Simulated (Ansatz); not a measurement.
**GeClF: taking an electron away**

One table from this session's results is given with a row withheld; the runs are named, their logs left out.

Computed with Ansatz 0.2.0, Gaussian basis. Level: unrestricted cation, the program's frozen cores in correlated methods.

Levels to be run: UKS PBE-D4/def2-TZVPP; UKS r2SCAN-D4/def2-TZVPP; UKS PBE0-D4/def2-TZVPP; UKS B3LYP-D4/def2-TZVPP; UKS wB97X-V/def2-TZVPP; UKS wB97M-V/def2-TZVPP; UKS B2PLYP/def2-TZVPP; UHF-CCSD(T)/def2-TZVPP; UHF-MP2/def2-QZVPP; extrapolation to the limit; then −ε(HOMO) from the neutral's earlier runs with LDA (SPW92), PBE-D4, revPBE-D4, BLYP-D4, r2SCAN-D4, B97M-V, PBE0-D4, B3LYP-D4, r2SCANh-D4, r2SCAN0-D4, HSE06-D4, BHLYP-D4, CAM-B3LYP-D4, LC-ωPBE, ωB97X-V, ωB97M-V.

### Structure used throughout

An earlier PBE0-D4 in a triple-zeta def2 set relaxation fixed the geometry.

3 atoms, charge 0, spin multiplicity 1.

Atoms are counted from 1 here; the program's logs count them from 0.

Bond lengths: F1–Ge2 1.748 Å, Ge2–Cl3 2.180 Å. Angles: F1–Ge2–Cl3 98.4°.

Geometry (Å):

```xyz
3
charge 0, multiplicity 1
F     0.1104    1.4187    0.2062
Ge   -0.7628    0.0356   -0.4103
Cl    0.6416   -1.5191    0.1910
```

Set-up of the first run:

File in.yaml:

```yaml
crystal:
  periodic: [false, false, false]
  atoms:
    - {symbol: F, position_ang: [0.110373, 1.418718, 0.206154]}
    - {symbol: Ge, position_ang: [-0.762828, 0.035595, -0.410334]}
    - {symbol: Cl, position_ang: [0.641555, -1.519113, 0.190980]}
basis:
  gaussian: {orbitals: def2-TZVPP}
total_charge: 1
magnetization: {spin_polarized: true, initial_magnetization: 1}
hamiltonian: {xc: pbe, dispersion: d4}
```

Steps of the session up to this table: Cation, UKS PBE-D4/def2-TZVPP; Cation, UKS r2SCAN-D4/def2-TZVPP; Cation, UKS PBE0-D4/def2-TZVPP; Cation, UKS B3LYP-D4/def2-TZVPP; Cation, UKS wB97X-V/def2-TZVPP; Cation, UKS wB97M-V/def2-TZVPP; Cation, UKS B2PLYP (frozen core)/def2-TZVPP; Cation, UHF-CCSD(T)/def2-TZVPP; Cation, UHF-MP2/def2-QZVPP.

One of the session's tables, all rows but one given; the rest of the session is left out.

It belongs to the step «Ionisation energies side by side». For comparison, −ε(HOMO) of the neutral from earlier runs:

```
  functional  −ε(HOMO) (eV)
 LDA (SPW92)           7.46
      PBE-D4           7.25
   revPBE-D4              ?
     BLYP-D4           7.14
   r2SCAN-D4           7.58
      B97M-V           7.53
     PBE0-D4           8.44
    B3LYP-D4           8.26
  r2SCANh-D4           8.01
  r2SCAN0-D4           8.66
    HSE06-D4           8.04
    BHLYP-D4           9.50
CAM-B3LYP-D4           9.75
     LC-ωPBE          11.00
     ωB97X-V          10.67
     ωB97M-V          10.56
```

Q: Estimate the row for revPBE-D4 from the others.

The run gave: −ε(HOMO) (eV): 7.18. In the column «−ε(HOMO) (eV)» it lies between BLYP-D4 (7.14) and PBE-D4 (7.25).
